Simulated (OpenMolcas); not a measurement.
**GaSiH4F (SMILES [F][GaH][SiH3]): a chain of runs**

Aim: a single-point energy (HF/ANO-RCC-MB), then the energy (CASSCF(2,2)/ANO-RCC-VDZP), then an energy scan (CASPT2(2,2)/ANO-RCC-VDZP), then the energy along one coordinate (SC-NEVPT2(2,2)/ANO-RCC-VDZP), then an energy scan (MC-PDFT[tPBE](2,2)/ANO-RCC-VDZP) of GaSiH4F. 

The results are computed with OpenMolcas 26.06.

## Step 1: The structure to begin with

GaSiH4F: 7 atoms, total charge 0, spin state singlet. As SMILES, `[F][GaH][SiH3]`. The coordinates come from a PBE0-D4/def2-TZVP relaxation.

Bond lengths: F1–Ga2 1.766 Å, Ga2–Si3 2.406 Å, Ga2–H4 1.565 Å, Si3–H5 1.487 Å, Si3–H6 1.487 Å, Si3–H7 1.487 Å. Angles: F1–Ga2–Si3 112.7°, F1–Ga2–H4 112.3°, Si3–Ga2–H4 135.0°, Ga2–Si3–H5 109.4°, Ga2–Si3–H6 111.2°, Ga2–Si3–H7 109.6°, H5–Si3–H6 108.8°, H5–Si3–H7 108.9°, H6–Si3–H7 108.9°.

## Step 2: A single-point energy at HF/ANO-RCC-MB (DKH2) (run 1)

The input, mol.xyz:

```xyz
7

F      0.231600    -2.152100     1.342200
Ga     0.019100    -0.400000     1.279300
Si    -0.029700     0.450800    -0.970800
H     -0.096900     0.235400     2.704700
H     -1.196100    -0.125700    -1.691600
H     -0.144400     1.933400    -0.983000
H      1.216400     0.058100    -1.680800
```

The input, step1.inp:

```
* FGaH4Si Hartree-Fock
>>> EXPORT MOLCAS_PRINT=2

&GATEWAY
  Coord=mol.xyz
  Basis=ANO-RCC-MB
  Group=NoSym

&SEWARD

&SCF
  PrOrbitals=0

&LOCALISATION
  Occupied
  Freeze
  Pipek-Mezey

&LOCALISATION
  FileOrb=$Project.LocOrb
  Virtual
  Pipek-Mezey
```

On the command line:

```sh
export MOLCAS_MEM=1860
pymolcas step1.inp > step1.log
```

Standard output:

```text
--- Start Module: gateway ---
[...]
--- Stop Module: gateway /rc=_RC_ALL_IS_WELL_ ---
[...]
      Basis functions           36
[...]
       Convergence after   9 Iterations
[...]
::    Total SCF energy                              -2333.4488936496
[...]
      Total spin, S                                     0.0000000000
[...]
      Total electronic charge=   58.000000
      Total            charge=   -0.000000
[...]
      Dipole Moment (debye):
      Origin of the operator (angstrom)=    0.0389   -0.4480    0.7075
                   X= -2.5537E-01               Y=  2.1112E+00               Z=  3.4611E-02           Total=  2.1268E+00
      Quadrupole Moment (debye*angstrom):
[...]
--- Start Module: localisation ---
[...]
--- Stop Module: localisation /rc=_RC_ALL_IS_WELL_ ---
--- Start Module: localisation ---
[...]
--- Stop Module: localisation /rc=_RC_ALL_IS_WELL_ ---
[...]
```

It took 8.1 s on 1 thread of Intel Xeon Platinum 8259CL at 2.50GHz (Skylake/Cascade Lake), shared host; peak memory 0.41 GiB.

## Step 3: A single-point energy at CASSCF(2,2)/ANO-RCC-VDZP (DKH2, RICD fitting) (run 2)

mol.xyz is that of step 2.

The input, step2.inp:

```
* FGaH4Si CASSCF
>>> EXPORT MOLCAS_PRINT=2
&GATEWAY
Coord
mol.xyz
Basis
ANO-RCC-MB
Group
NoSym
&SEWARD
&RASSCF
FileOrb
$CurrDir/step1.LocOrb
Alter
1
1 30 31
Spin
1
Nactel
2 0 0
Inactive
28
Ras2
2
OrbListing
Nothing
>>> COPY $Project.RunFile RUNFIL1
>>> COPY $Project.RasOrb INPORB
&GATEWAY
Coord
mol.xyz
Basis
ANO-RCC-VDZP
Group
NoSym
RICD
&SEWARD
>>> COPY $Project.RunFile RUNFIL2
&EXPBAS
&RASSCF
FileOrb
$Project.ExpOrb
Spin
1
Nactel
2 0 0
Inactive
28
Ras2
2
OrbListing
Nothing
OrbAppear
Compact
```

On the command line:

```sh
export MOLCAS_MEM=1860
pymolcas step2.inp > step2.log
```

Standard output:

```text
--- Start Module: gateway ---
[...]
--- Stop Module: gateway /rc=_RC_ALL_IS_WELL_ ---
[...]
      Basis functions           36
[...]
      Number of active orbitals                  2
[...]
      Spin quantum number                      0.0
[...]
      Active orbitals                            2
[...]
      Number of CSFs                             3
[...]
      Number of root(s) required                 1
[...]
      Convergence after 12 iterations
[...]
      printout of CI-coefficients larger than  0.05 for root  1
      energy=   -2333.455541
      conf/sym  11     Coeff  Weight
             1  20   0.99543 0.99087
             3  02  -0.09554 0.00913
      Natural orbitals and occupation numbers for root  1
      sym 1:   1.981744   0.018256
      ************************************************************************************************************************
      *                                                    Final results                                                     *
[...]
::    RASSCF root number  1 Total energy:  -2333.45554107
[...]
      Basis functions           79
[...]
--- Start Module: expbas ---
[...]
--- Stop Module: expbas /rc=_RC_ALL_IS_WELL_ ---
--- Start Module: rasscf ---
[...]
      Convergence after 14 iterations
[...]
      Natural orbitals and occupation numbers for root  1
      sym 1:   1.982174   0.017826
      ************************************************************************************************************************
      *                                                    Final results                                                     *
[...]
::    RASSCF root number  1 Total energy:  -2333.62403464
[...]
      Total electronic charge=   58.000000
      Total            charge=   -0.000000
[...]
      Dipole Moment (debye):
      Origin of the operator (angstrom)=    0.0389   -0.4480    0.7075
                   X= -3.5651E-01               Y=  3.1135E+00               Z= -6.5145E-01           Total=  3.2008E+00
      Quadrupole Moment (debye*angstrom):
[...]
--- Stop Module: rasscf /rc=_RC_ALL_IS_WELL_ ---
[...]
```

Wall time 20 s (1 thread of Intel Xeon Platinum 8259CL at 2.50GHz (Skylake/Cascade Lake), shared host); peak memory 0.41 GiB.

## Step 4: An energy scan at CASPT2(2,2)/ANO-RCC-VDZP (DKH2, RICD fitting, ipea shift 0.25 Eh, pt2 variant SS) (run 3)

The input, step3.inp:

```
>>> COPY $CurrDir/step2.RasOrb $Project.RasOrb
>>> ForEach K in (1, 2, 3, 4, 5, 6, 7, 8, 9)
&gateway
coord=$CurrDir/point$K.xyz
basis=ANO-RCC-VDZP
group=NoSym
ricd
&seward
&rasscf
fileorb=$Project.RasOrb
spin=1
nactel=2 0 0
inactive=28
ras2=2
orblisting=Nothing
orbappear=Compact
&caspt2
imaginary=0.2
frozen=15
>>> EndDo
```

On the command line:

```sh
export MOLCAS_MEM=1860
pymolcas step3.inp > step3.log
```

Standard output (excerpt; [...] marks lines left out):

```text
[...]
      Basis functions           79
[...]
      Number of active orbitals                  2
[...]
      Spin quantum number                      0.0
[...]
      Active orbitals                            2
[...]
      Number of CSFs                             3
[...]
      Number of root(s) required                 1
[...]
      Convergence after 19 iterations
[...]
      Natural orbitals and occupation numbers for root  1
      sym 1:   1.989595   0.010405
      ************************************************************************************************************************
      *                                                    Final results                                                     *
[...]
::    RASSCF root number  1 Total energy:  -2333.60528758
[...]
      E2 (Variational):          -0.5710446678
[...]
::    CASPT2 Root  1     Total energy:  -2334.17633225
[...]
      Convergence after 14 iterations
[...]
      Natural orbitals and occupation numbers for root  1
      sym 1:   1.982177   0.017823
      ************************************************************************************************************************
      *                                                    Final results                                                     *
[...]
      Convergence after 13 iterations
[...]
      Natural orbitals and occupation numbers for root  1
      sym 1:   1.594971   0.405029
      ************************************************************************************************************************
      *                                                    Final results                                                     *
[...]
      Convergence after 12 iterations
[...]
      Natural orbitals and occupation numbers for root  1
      sym 1:   1.301071   0.698929
      ************************************************************************************************************************
      *                                                    Final results                                                     *
[...]
      Convergence after 11 iterations
[...]
::    RASSCF root number  1 Total energy:  -2333.53265153
[...]
::    CASPT2 Root  1     Total energy:  -2334.08295269
[...]
      Convergence after  7 iterations
[...]
::    RASSCF root number  1 Total energy:  -2333.53238626
[...]
      E2 (Variational):          -0.5499590527
[...]
::    CASPT2 Root  1     Total energy:  -2334.08234531
[...]
```

Run time: 1.9 min. Hardware: 1 thread of Intel Xeon Platinum 8259CL at 2.50GHz (Skylake/Cascade Lake), shared host; peak memory 0.24 GiB.

The scan, from its lowest point:

```
Si3–Ga2 (Å)  energy (kJ/mol)
      2.165             33.4
      2.406              0.0
      2.647             20.4
      3.008             85.1
      3.489            171.6
      4.090            239.9
      4.812            270.6
      5.775            278.6
      7.218            280.2
```

## Step 5: An energy scan at SC-NEVPT2(2,2)/ANO-RCC-VDZP (DKH2, RICD fitting, pt2 variant SC-NEVPT2) (run 4)

The input, step4.inp:

```
>>> COPY $CurrDir/step2.RasOrb $Project.RasOrb
>>> ForEach K in (1, 2, 3, 4, 5, 6, 7, 8, 9)
&GATEWAY
COORD = $CurrDir/point$K.xyz
BASIS = ANO-RCC-VDZP
GROUP = NoSym
RICD
&SEWARD
&RASSCF
FILEORB = $Project.RasOrb
SPIN = 1
NACTEL = 2 0 0
INACTIVE = 28
RAS2 = 2
ORBLISTING = Nothing
ORBAPPEAR = Compact
&CASPT2
SC-NEVPT2
FROZEN = 15
>>> EndDo
```

On the command line:

```sh
export MOLCAS_MEM=1860
pymolcas step4.inp > step4.log
```

Standard output (excerpt; [...] marks lines left out):

```text
[...]
      Basis functions           79
[...]
      Number of active orbitals                  2
[...]
      Spin quantum number                      0.0
[...]
      Active orbitals                            2
[...]
      Number of CSFs                             3
[...]
      Number of root(s) required                 1
[...]
      Convergence after 19 iterations
[...]
      Natural orbitals and occupation numbers for root  1
      sym 1:   1.989595   0.010405
      ************************************************************************************************************************
      *                                                    Final results                                                     *
[...]
::    RASSCF root number  1 Total energy:  -2333.60528758
[...]
      E2 (Variational):          -0.5666483267
[...]
::    SC-NEVPT2 Root  1     Total energy:  -2334.17190251
[...]
      Convergence after 14 iterations
[...]
      Natural orbitals and occupation numbers for root  1
      sym 1:   1.982177   0.017823
      ************************************************************************************************************************
      *                                                    Final results                                                     *
[...]
      Convergence after 13 iterations
[...]
      Natural orbitals and occupation numbers for root  1
      sym 1:   1.594971   0.405029
      ************************************************************************************************************************
      *                                                    Final results                                                     *
[...]
      Convergence after 12 iterations
[...]
      Natural orbitals and occupation numbers for root  1
      sym 1:   1.301071   0.698929
      ************************************************************************************************************************
      *                                                    Final results                                                     *
[...]
      Convergence after 11 iterations
[...]
::    RASSCF root number  1 Total energy:  -2333.53265153
[...]
::    SC-NEVPT2 Root  1     Total energy:  -2334.08168257
[...]
      Convergence after  7 iterations
[...]
::    RASSCF root number  1 Total energy:  -2333.53238626
[...]
      E2 (Variational):          -0.5488298790
[...]
::    SC-NEVPT2 Root  1     Total energy:  -2334.08121613
[...]
```

Run time: 1.9 min. Hardware: 1 thread of Intel Xeon Platinum 8259CL at 2.50GHz (Skylake/Cascade Lake), shared host; peak memory 0.24 GiB.

The scan, from its lowest point:

```
Si3–Ga2 (Å)  energy (kJ/mol)
      2.165             35.6
      2.406              0.0
      2.647             18.4
      3.008             81.2
      3.489            166.9
      4.090            235.0
      4.812            264.7
      5.775            272.4
      7.218            273.7
```

## Step 6: An energy scan at MC-PDFT[tPBE](2,2)/ANO-RCC-VDZP (DKH2, RICD fitting) (run 5)

The input, step5.input:

```
* FGaH4Si MC-PDFT
>>> COPY $CurrDir/step2.RasOrb $Project.RasOrb
>>> ForEach K in (1, 2, 3, 4, 5, 6, 7, 8, 9)
&GATEWAY
Coord
$CurrDir/point$K.xyz
Basis
ANO-RCC-VDZP
Group
NoSym
RICD
&SEWARD
&RASSCF
FileOrb
$Project.RasOrb
Spin
1
Nactel
2 0 0
Inactive
28
Ras2
2
OrbListing
Nothing
OrbAppear
Compact
&MCPDFT
KSDFT
T:PBE
>>> EndDo
```

On the command line:

```sh
export MOLCAS_MEM=1860
pymolcas step5.input > step5.log
```

Standard output (excerpt; [...] marks lines left out):

```text
--- Start Module: gateway ---
[...]
      Basis functions           79
[...]
      Number of active orbitals                  2
[...]
      Spin quantum number                      0.0
[...]
      Active orbitals                            2
[...]
      Number of CSFs                             3
[...]
      Number of root(s) required                 1
[...]
      Convergence after 19 iterations
[...]
      Natural orbitals and occupation numbers for root  1
      sym 1:   1.989595   0.010405
      ************************************************************************************************************************
      *                                                    Final results                                                     *
[...]
::    RASSCF root number  1 Total energy:  -2333.60528758
[...]
::    MCPDFT root number  1 Total energy:  -2335.76363147
[...]
      Convergence after 14 iterations
[...]
      Natural orbitals and occupation numbers for root  1
      sym 1:   1.982177   0.017823
      ************************************************************************************************************************
      *                                                    Final results                                                     *
[...]
      Convergence after 13 iterations
[...]
      Natural orbitals and occupation numbers for root  1
      sym 1:   1.594971   0.405029
      ************************************************************************************************************************
      *                                                    Final results                                                     *
[...]
      Convergence after 12 iterations
[...]
      Natural orbitals and occupation numbers for root  1
      sym 1:   1.301071   0.698929
      ************************************************************************************************************************
      *                                                    Final results                                                     *
[...]
      Convergence after 11 iterations
[...]
::    RASSCF root number  1 Total energy:  -2333.53265153
[...]
::    MCPDFT root number  1 Total energy:  -2335.66396567
[...]
      Convergence after  7 iterations
[...]
::    RASSCF root number  1 Total energy:  -2333.53238626
[...]
      Total electronic charge=   58.000000
      Total            charge=   -0.000000
[...]
::    MCPDFT root number  1 Total energy:  -2335.66390746
[...]
```

Run time: 2 min. Hardware: 1 thread of Intel Xeon Platinum 8259CL at 2.50GHz (Skylake/Cascade Lake), shared host; peak memory 0.24 GiB.

The scan, from its lowest point:

```
Si3–Ga2 (Å)  energy (kJ/mol)
      2.165             31.8
      2.406              0.0
      2.647             19.3
      3.008             82.9
      3.489            173.0
      4.090            250.5
      4.812            286.2
      5.775            293.5
      7.218            293.6
```

## Step 7: What came out

```
                                                         quantity           value
                               run 1, HF/ANO-RCC-MB: total energy  -2333.44889 Eh
                              run 1, HF/ANO-RCC-MB: dipole moment          2.13 D
                                run 1, HF/ANO-RCC-MB: HOMO energy       -11.30 eV
                                run 1, HF/ANO-RCC-MB: LUMO energy         0.67 eV
                              run 1, HF/ANO-RCC-MB: HOMO–LUMO gap        11.97 eV
                    run 2, CASSCF(2,2)/ANO-RCC-VDZP: total energy  -2333.62403 Eh
  run 2, CASSCF(2,2)/ANO-RCC-VDZP: dipole moment (CASSCF density)          3.20 D
       run 3, CASPT2(2,2)/ANO-RCC-VDZP: lowest energy of the scan  -2334.18907 Eh
    run 4, SC-NEVPT2(2,2)/ANO-RCC-VDZP: lowest energy of the scan  -2334.18545 Eh
run 5, MC-PDFT[tPBE](2,2)/ANO-RCC-VDZP: lowest energy of the scan  -2335.77575 Eh
```

What this shows: Mulliken charges (run 1, HF/ANO-RCC-MB) run from -0.59 on F1 to +0.81 on Ga2; they depend strongly on the basis.
